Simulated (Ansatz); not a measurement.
# Al7BN8 (wurtzite Al7BN8): the cost of one run

Computed with Ansatz 0.2.0 (DFT PBE, scalar-relativistic, plane waves, PAW, unless a step's input says otherwise).

### 1 The starting structure

It takes space group P3m1 (No. 156, trigonal). Conventional cell: a = 6.120 Å, b = 6.120 Å, c = 4.920 Å, α = 90.00°, β = 90.00°, γ = 120.00°. Around Al (site symmetry m) lie 4 N at 1.86 to 1.88 Å. Al (site symmetry 3m) has 4 N at 1.86 to 1.88 Å as nearest neighbours. Around B (site symmetry 3m) lie 4 N at 1.86 to 1.88 Å. Around N (site symmetry 3m) lie 3 Al at 1.86 Å and 1 B at 1.88 Å. N (site symmetry m) is surrounded by 1 B at 1.86 Å and 3 Al at 1.86 to 1.88 Å. N (site symmetry m) has 4 Al at 1.86 to 1.88 Å as nearest neighbours. N (site symmetry 3m) is surrounded by 4 Al at 1.86 to 1.88 Å.

As a file:

```cif
data_structure
_symmetry_space_group_name_H-M 'P3m1'
_symmetry_Int_Tables_number 156
_cell_length_a 6.1200
_cell_length_b 6.1200
_cell_length_c 4.9200
_cell_angle_alpha 90.000
_cell_angle_beta 90.000
_cell_angle_gamma 120.000
_cell_volume 159.59
loop_
_atom_site_label
_atom_site_type_symbol
_atom_site_symmetry_multiplicity
_atom_site_Wyckoff_symbol
_atom_site_fract_x
_atom_site_fract_y
_atom_site_fract_z
_atom_site_occupancy
Al1 Al 3 d 0.16667 0.83333 0.50000 1
Al2 Al 3 d 0.00000 0.50000 0.00000 1
Al3 Al 1 c 0.66667 0.33333 0.50000 1
B1 B 1 a 0.00000 0.00000 0.00000 1
N1 N 1 a 0.00000 0.00000 0.38200 1
N2 N 3 d 0.16667 0.83333 0.88200 1
N3 N 3 d 0.00000 0.50000 0.38200 1
N4 N 1 c 0.66667 0.33333 0.88200 1
```

### 2 Relaxing cell and atoms: Al7BN8 (wurtzite Al7BN8), no spin

input.yaml reads:

```yaml
crystal:
  lattice:
    - [6.12, 0.0, 0.0]
    - [-3.06, 5.3000754712, 0.0]
    - [0.0, 0.0, 4.92]
  atoms:
    - { symbol: Al, position: [0.3333333333, 0.1666666667, 0.5] }
    - { symbol: Al, position: [0.1666666667, 0.8333333333, 0.0] }
    - { symbol: Al, position: [0.3333333333, 0.6666666667, 0.5] }
    - { symbol: Al, position: [0.6666666667, 0.3333333333, 0.0] }
    - { symbol: Al, position: [0.8333333333, 0.1666666667, 0.5] }
    - { symbol: Al, position: [0.6666666667, 0.8333333333, 0.0] }
    - { symbol: Al, position: [0.8333333333, 0.6666666667, 0.5] }
    - { symbol: B, position: [0.1666666667, 0.3333333333, 0.0] }
    - { symbol: "N", position: [0.1666666667, 0.3333333333, 0.382] }
    - { symbol: "N", position: [0.3333333333, 0.1666666667, 0.882] }
    - { symbol: "N", position: [0.1666666667, 0.8333333333, 0.382] }
    - { symbol: "N", position: [0.3333333333, 0.6666666667, 0.882] }
    - { symbol: "N", position: [0.6666666667, 0.3333333333, 0.382] }
    - { symbol: "N", position: [0.8333333333, 0.1666666667, 0.882] }
    - { symbol: "N", position: [0.6666666667, 0.8333333333, 0.382] }
    - { symbol: "N", position: [0.8333333333, 0.6666666667, 0.882] }
scf:
  occupations: { method: fixed }
output:
  forces: true
  stress: true
  eigenvalues: true
hamiltonian:
  xc: pbe
kpoints:
  mp_grid: { grid: [4, 4, 5] }
relax:
  f_tol: 0.01
  max_steps: 60
  cell: { stress_tol: 0.05 }
```

The run is started by

```bash
$ ansatz run input.yaml --threads 8 --pin off --max-ram 20480MiB --backend cpu --events-out ev --progress --plain --runs-dir out
```

What time and memory should one allow on 8 threads of AMD EPYC 7R13 (Zen 3), shared host?

About 11 s, with a peak of 0.71 GiB.
